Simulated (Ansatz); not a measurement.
## CsNiN in Ansatz: the effect of target pressure

CsNiN:

```
Cs Ni N
1.0
     5.53697    0.00000    0.00000
    -2.76848    4.79515    0.00000
     0.00000    0.00000    3.44666
Cs Ni N
1 1 1
Direct
  0.66667 0.33333 0.50000
  0.33333 0.66667 0.00000
  0.33333 0.66667 0.50000
```

The cell comes from a database or a generator and needn't be the stable form of this composition.

Alike in all runs:

```yaml
Program: Ansatz 0.2.0
Task: relaxation of cell and atoms
Functional: PBE
Potentials_or_basis: Ansatz PAW
Cutoff: "420 eV (not typed: the program's choice for these potentials)"
k_mesh: 6 × 6 × 8
Occupations: fermi-dirac, width 0.05 eV
Spin: collinear spin, ferromagnetic start
Starting_moments: "[0.0, 1.0, 0.0] μB"
```

Each run relaxes the cell or the atoms first.

One run gave: relaxed volume 20.53 Å³/atom. Which target pressure did it use?
A. 2 GPa
B. 5 GPa
C. 20 GPa
D. 10 GPa
E. 0 GPa

C.

| target pressure | relaxed volume (Å³/atom) |
| --- | --- |
| 0 GPa | 30.59 |
| 2 GPa | 28.16 |
| 5 GPa | 25.78 |
| 10 GPa | 23.36 |
| 20 GPa | 20.53 |
| 30 GPa | 18.76 |

Caveats: the plane-wave basis is chosen anew once the cell has moved, so the energies of steps on either side of that aren't comparable; the volume moved by over 15 % at a fixed basis, so the end points are rough (some runs); the starting moments weren't kept (some runs); a cell with one magnetic atom can't hold antiferromagnetic order, which such compounds often take (some runs).
